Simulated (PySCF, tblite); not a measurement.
# C₃H₁₄FNSi₃: geometry, infrared bands and NMR shifts

Aim: predict the infrared bands and NMR shifts of C₃H₁₄FNSi₃ (`CC(C)(N[SiH3])[SiH2][SiH2]F`).

Computed with tblite 0.8.0 and PySCF 2.14.0, with density-fitted response routines of our own, on a single molecule in the gas phase. Atoms are numbered from 0 throughout.

**1. Starting geometry**

22 atoms, charge 0, multiplicity 1; geometry from: force field or distance geometry start.

Bonds of the start (Å): C0–C1 1.54, C1–C2 1.51, C1–N3 1.43, N3–Si4 1.76, C1–Si5 1.83, Si5–Si6 2.22, Si6–F7 1.69, C0–H8 1.11, C0–H9 1.10, C0–H10 1.14, C2–H11 1.11, C2–H12 1.11, C2–H13 1.13, N3–H14 1.06, Si4–H15 1.49, Si4–H16 1.48, Si4–H17 1.47, Si5–H18 1.47, Si5–H19 1.48, Si6–H20 1.48, Si6–H21 1.47.

**2. Optimising the geometry with GFN2-xTB**

Job settings and geometry (Å):

```
{"job": {"kind": "relax", "xc": "GFN2-xTB", "basis": "xTB"}, "charge": 0, "multiplicity": 1}
C     -0.164300    -1.936300    -0.095700
C     -0.412100    -0.418900    -0.155800
C     -1.401900    -0.233800    -1.285600
N     -1.060600    -0.017700     1.052800
Si    -1.424000     1.700700     1.207400
Si     1.090100     0.534500    -0.596100
Si     2.920800    -0.078900     0.508800
F      4.213800     0.112300    -0.561300
H      0.296400    -2.210100    -1.070400
H      0.404000    -2.250400     0.788200
H     -1.197600    -2.414700    -0.112900
H     -1.745300     0.825000    -1.333000
H     -2.244400    -0.959200    -1.235800
H     -0.800400    -0.456200    -2.215700
H     -1.990700    -0.526800     1.090600
H     -2.797600     1.843800     1.768400
H     -0.512500     2.335200     2.193100
H     -1.382400     2.398800    -0.091100
H      1.319300     0.359100    -2.038700
H      0.853500     1.988500    -0.416800
H      3.133900     0.886900     1.607600
H      2.891700    -1.462500     0.991500
```

On the command line:

```console
OMP_NUM_THREADS=1 python probes_run.py task.json out
```

The driver reads the jobs from task.json and runs them one after another.

**Question.** This job is followed by: GFN2-xTB harmonic vibrations, gas phase; GIAO PBE0/pcSseg-1 NMR shielding, non-relativistic, gas phase. Predict these results of the whole session: strongest single infrared mode (GFN2-xTB); zero-point energy (GFN2-xTB); 13C shifts against TMS (PBE0/pcSseg-1, means over atoms taken as alike); 1H shifts against TMS (PBE0/pcSseg-1, means over atoms taken as alike); 15N shifts against NH3 (PBE0/pcSseg-1); 29Si shifts against TMS (PBE0/pcSseg-1); 19F shifts against CFCl3 (PBE0/pcSseg-1); surface potential, 1st and 99th percentile.

**Answer**, as computed:

```
                                                               quantity                              value
                              strongest single infrared mode (GFN2-xTB)               669 cm⁻¹, 604 km/mol
                                           zero-point energy (GFN2-xTB)                      99.0 kcal/mol
13C shifts against TMS (PBE0/pcSseg-1, means over atoms taken as alike)                     44.6, 35.3 ppm
 1H shifts against TMS (PBE0/pcSseg-1, means over atoms taken as alike)  5.83, 4.70, 4.29, 1.29, -0.19 ppm
                                 15N shifts against NH3 (PBE0/pcSseg-1)                           53.0 ppm
                                29Si shifts against TMS (PBE0/pcSseg-1)             10.6, -56.8, -62.5 ppm
                               19F shifts against CFCl3 (PBE0/pcSseg-1)                         -264.0 ppm
                                  surface potential, 1st and 99th percentile                 -1.26 V and 1.44 V
```

**Reading.** The optimisation took 167 steps and gained 1.076 eV; among the close pairs (by a distance rule), C1–Si5 changed most, from 1.833 to 1.925 Å. All 60 modes are real, so the xTB geometry is a minimum. The strongest single mode, at 669 cm⁻¹, is carried by H18, H19, H21, Si5. Unscaled tight-binding wavenumbers are off by several per cent, some by more. Its intensities can rank the bands wrongly. C1 (fully substituted sp3 carbon bonded to N and Si) lies farthest downfield among carbon, at 44.6 ppm; deshielded by the electronegative neighbour. At PBE0/pcSseg-1: The widest tensor belongs to Si6: span 189 ppm, with a paramagnetic part of -538 ppm. At PBE0/pcSseg-1, counted by nearest atom on the grid, the HOMO lies on N3 52 %; C1 9 %, the LUMO on Si6 22 %; Si5 13 %.
